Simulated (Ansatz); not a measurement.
# BH3O2SSi: basis-set convergence

Aim: see how fast density functionals converge with the basis set for BH3O2SSi.

Program: Ansatz 0.2.0, Gaussian basis. Level of theory: one geometry, several basis sets. These are calculated values, not measurements.

The runs, in order: PBE0-D4/def2-SVP; ωB97M-V/def2-SVP; PBE0-D4/def2-QZVPP; ωB97M-V/def2-QZVPP; the functionals' def2-TZVPP values are taken from earlier runs.

### Step 1. The geometry

An earlier PBE0-D4 in a triple-zeta def2 set relaxation fixed the geometry.

8 atoms, charge 0, spin multiplicity 1.

Atoms are counted from 1 here; the program's logs count them from 0.

Bond lengths: S1–B2 1.796 Å, S1–H6 1.343 Å, B2–O3 1.397 Å, B2–O5 1.396 Å, O3–Si4 1.679 Å, Si4–O5 1.677 Å, Si4–H7 1.478 Å, Si4–H8 1.478 Å. Angles: B2–S1–H6 93.8°, S1–B2–O3 127.9°, S1–B2–O5 125.2°, O3–B2–O5 106.9°, B2–O3–Si4 84.5°, O3–Si4–O5 83.9°, O3–Si4–H7 114.5°, O3–Si4–H8 114.5°, O5–Si4–H7 114.6°, O5–Si4–H8 114.6°, H7–Si4–H8 112.1° and more.

Coordinates:

```
S    -0.74137    2.20121    0.97949
B    -0.22735    0.59352    0.36685
O     0.24703    0.27172   -0.90714
Si    0.35732   -1.28878   -0.29699
O    -0.23375   -0.58897    1.10795
H    -0.48907    2.82484   -0.18263
H     1.73615   -1.80969   -0.19174
H    -0.55676   -2.26106   -0.93158
```

### Step 2. PBE0-D4 in def2-SVP

in.yaml reads:

```yaml
crystal:
  periodic: [false, false, false]
  atoms:
    - {symbol: S, position_ang: [-0.741373, 2.201213, 0.979486]}
    - {symbol: B, position_ang: [-0.227348, 0.593519, 0.366847]}
    - {symbol: O, position_ang: [0.247026, 0.271723, -0.907137]}
    - {symbol: Si, position_ang: [0.357322, -1.288775, -0.296990]}
    - {symbol: O, position_ang: [-0.233747, -0.588973, 1.107947]}
    - {symbol: H, position_ang: [-0.489068, 2.824841, -0.182634]}
    - {symbol: H, position_ang: [1.736145, -1.809688, -0.191740]}
    - {symbol: H, position_ang: [-0.556756, -2.261060, -0.931579]}
basis:
  gaussian: {orbitals: def2-SVP}
hamiltonian: {xc: pbe0, dispersion: d4}
output: {orbitals: {seedname: orbitals}}
```

The run is started by

```console
$ ansatz run in.yaml --threads 2 --pin off --events-out ev --progress --plain --max-ram 4352MiB
```

Further steps of the session: ωB97M-V in def2-SVP; PBE0-D4 in def2-QZVPP; ωB97M-V in def2-QZVPP.

Q: Predict the results of all the runs planned. Wanted: PBE0-D4: double and triple zeta above quadruple; ωB97M-V: double and triple zeta above quadruple.

**Answer**, as computed:

| quantity | value |
| --- | --- |
| PBE0-D4: double and triple zeta above quadruple | 13.36, 0.88 eV |
| ωB97M-V: double and triple zeta above quadruple | 13.38, 0.82 eV |

**Reading.** For PBE0-D4 the step from double to triple zeta gains 12.47 eV and the next only 0.88 eV. Total energies overstate the basis error of differences, where much of it tends to cancel. The LUMO of ωB97M-V is positive and keeps falling with the basis (1.81 to 0.86 eV): an unbound level that the basis holds in place.
